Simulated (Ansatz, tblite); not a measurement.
# TeWO with GFN2-xTB from a Python script

These are simulated results from tblite 0.8.0, not measurements. The cell was built from a prototype and was relaxed with r2SCAN in plane waves (Ansatz 0.2.0). It may be hypothetical. It is a single sheet, repeated along a and b, with vacuum along c. All runs are without spin polarisation.

In-plane lattice: a = 3.207 Å, b = 3.207 Å, γ = 120.0°; thickness between the outer nuclei 2.96 Å. W is surrounded by 3 O at 2.09 Å and 3 Te at 2.72 Å; O is surrounded by 3 W at 2.09 Å; Te is surrounded by 3 W at 2.72 Å and 6 Te at 3.21 Å.

tblite solves periodic systems at the zone centre alone, so the script builds a cluster of 3×3×1 conventional cells (27 atoms), which folds in a coarse mesh of k points.

Input script:

```python
import json
from ase import Atoms
from ase.build import make_supercell
from ase.units import Bohr, GPa, Hartree
from tblite.interface import Calculator

atoms = Atoms(['W', 'O', 'Te'],
              cell=[[3.206688, 0.0, 0.0], [-1.603344, 2.777073, -0.0], [0.0, 0.0, 30.170724]],
              scaled_positions=[[0.0, -0.0, 0.309663], [0.333333, 0.666667, 0.341692], [0.666667, 0.333333, 0.243553]],
              pbc=True)
cluster = make_supercell(atoms, [[3, 0, 0], [0, 3, 0], [0, 0, 1]])
calc = Calculator('GFN2-xTB', cluster.numbers, cluster.positions / Bohr, lattice=cluster.cell[:] / Bohr, periodic=cluster.pbc)
calc.set('temperature', 0.02 / Hartree)
calc.set('max-iter', 150)
res = calc.singlepoint()
levels = res.get('orbital-energies') * Hartree
nv = round(res.get('orbital-occupations').sum() / 2)
cells = len(cluster) // len(atoms)
out = {'energy_per_cell': res.get('energy') * Hartree / cells, 'homo': levels[nv - 1], 'lumo': levels[nv],
       'stress': (-res.get('virial') * Hartree / cluster.get_volume() / GPa).tolist(), 'charges': res.get('charges')[:len(atoms)].tolist(), 'electrons': 2 * nv / cells}
json.dump(out, open('results.json', 'w'))
for key, value in out.items():
    print(key, value)
```

Command: `python run.py`. It took 1.6 s on 1 thread of Arm Neoverse V1 (shared host), peak memory 0.095 GiB.

What it printed:

```
------------------------------------------------------------
  cycle        total energy    energy error   density error
------------------------------------------------------------
      1     -80.36715660846  -8.0514619E+01   7.9728029E-01
      2      74.25917533261   1.5462633E+02   3.6455815E+00
      3     -82.52379602835  -1.5678297E+02   7.3406834E-01
      4     -84.06812050867  -1.5443245E+00   3.8417322E-01
      5     -79.65199240320   4.4161281E+00   3.1227613E-01
      6     -84.70578475077  -5.0537923E+00   3.9184008E-01
      7     -87.21452790595  -2.5087432E+00   1.8807988E-01
      8     -87.34549288653  -1.3096498E-01   1.1859219E-01
      9     -87.47109196480  -1.2559908E-01   1.7209725E-01
     10     -87.69092174371  -2.1982978E-01   6.7214862E-02
     11     -87.55044127454   1.4048047E-01   7.4024100E-02
     12     -87.63307162177  -8.2630347E-02   8.9770668E-02
     13     -87.69584051802  -6.2768896E-02   4.4842946E-02
     14     -87.69793671157  -2.0961936E-03   4.0243264E-02
     15     -87.69602828542   1.9084262E-03   3.7125391E-02
     16     -87.69568048090   3.4780452E-04   3.4014994E-02
     17     -87.69612817383  -4.4769293E-04   3.2698998E-02
     18     -87.69976548333  -3.6373095E-03   2.2564784E-02
     19     -87.70119064028  -1.4251570E-03   1.1451026E-02
     20     -87.70122236642  -3.1726136E-05   1.0653749E-02
     21     -87.70126403671  -4.1670293E-05   8.9603503E-03
     22     -87.70135321826  -8.9181543E-05   5.8041071E-03
     23     -87.70137079634  -1.7578087E-05   4.4643742E-03
     24     -87.70139008590  -1.9289555E-05   2.8419106E-03
     25     -87.70140425925  -1.4173347E-05   1.7266195E-03
     26     -87.70140624753  -1.9882863E-06   1.5848221E-03
     27     -87.70140264169   3.6058410E-06   1.6711773E-03
     28     -87.70140684051  -4.1988196E-06   1.2837771E-03
     29     -87.70140642622   4.1429179E-07   1.2435910E-03
     30     -87.70140768367  -1.2574555E-06   8.3288407E-04
     31     -87.70140988812  -2.2044420E-06   4.0403886E-04
     32     -87.70140996372  -7.5600937E-08   4.1604925E-04
     33     -87.70141098865  -1.0249295E-06   1.9504995E-04
     34     -87.70141124958  -2.6093042E-07   1.3891247E-04
     35     -87.70141138978  -1.4020672E-07   1.1557107E-04
     36     -87.70141145558  -6.5792534E-08   1.1308041E-04
     37     -87.70141148481  -2.9235949E-08   1.0058298E-04
     38     -87.70141145274   3.2076215E-08   1.1657339E-04
     39     -87.70141099609   4.5664794E-07   2.6381950E-04
     40     -87.70141085047   1.4562114E-07   2.9432665E-04
     41     -87.70141059877   2.5169942E-07   4.5542481E-04
     42     -87.70141076970  -1.7092900E-07   4.4434276E-04
     43     -87.70141087542  -1.0572209E-07   4.2408458E-04
     44     -87.70141101390  -1.3848332E-07   3.7775656E-04
     45     -87.70141116060  -1.4670051E-07   3.2578303E-04
     46     -87.70141120197  -4.1364387E-08   3.0560889E-04
     47     -87.70141112759   7.4375322E-08   3.4311325E-04
     48     -87.70141118210  -5.4507581E-08   3.2091807E-04
     49     -87.70141152227  -3.4017224E-07   9.2592024E-05
     50     -87.70141155635  -3.4076791E-08   5.6089963E-05
     51     -87.70141155428   2.0669262E-09   6.0255170E-05
     52     -87.70141155575  -1.4725430E-09   5.8596667E-05
     53     -87.70141155531   4.3900172E-10   5.9446506E-05
     54     -87.70141155147   3.8442352E-09   7.3932919E-05
     55     -87.70141155271  -1.2420145E-09   7.6025414E-05
     56     -87.70141152833   2.4383169E-08   6.5263620E-05
     57     -87.70141157440  -4.6067854E-08   2.2795928E-05
     58     -87.70141157624  -1.8447821E-09   2.2370308E-05
     59     -87.70141157810  -1.8562361E-09   1.1638006E-05
------------------------------------------------------------

 total:                                   0.923 sec
energy_per_cell -265.16410725928245
homo -11.888976282218255
lumo -11.888975114021449
stress [[1.5009263088342202, -1.3284443774223009e-05, 1.376267602353132e-05], [-1.3284443774110175e-05, 1.5009179972534792, -6.380105454675625e-06], [1.3762676023579075e-05, -6.3801054546309944e-06, 1.5650626577125732]]
charges [0.1560758834614695, -0.28670803951805723, 0.13062212987274796]
electrons 18.0
```

The cycle table is in hartree for the whole cluster, and the lines after it are in eV (the energy for one cell). The printed stress is in GPa and positive in compression, and the pressure is its mean diagonal, here averaged over the vacuum too.

GFN2-xTB gives no gap at the points read. On the same cell, plane-wave PBE (Ansatz, 12×12×1 k points and the special points) gives a level spacing of 0.01 eV, too small to call a gap and r2SCAN a gap of 0.07 eV; on shared hosts these took about 17 and 40 core-seconds on the 3-atom cell, against 1.6 for the script. Spin-orbit coupling, left out in all these runs, can cut or reorder the gap by tenths of an eV, up to about 1 eV with Pb or Bi.

xTB was fitted mostly to molecules, and a small cluster samples few k points, so gaps, pressures and kinks along a curve can be far from a solid's.

No spin-orbit coupling is included; it can move band edges with weight on the heavy atoms by tenths of an eV.
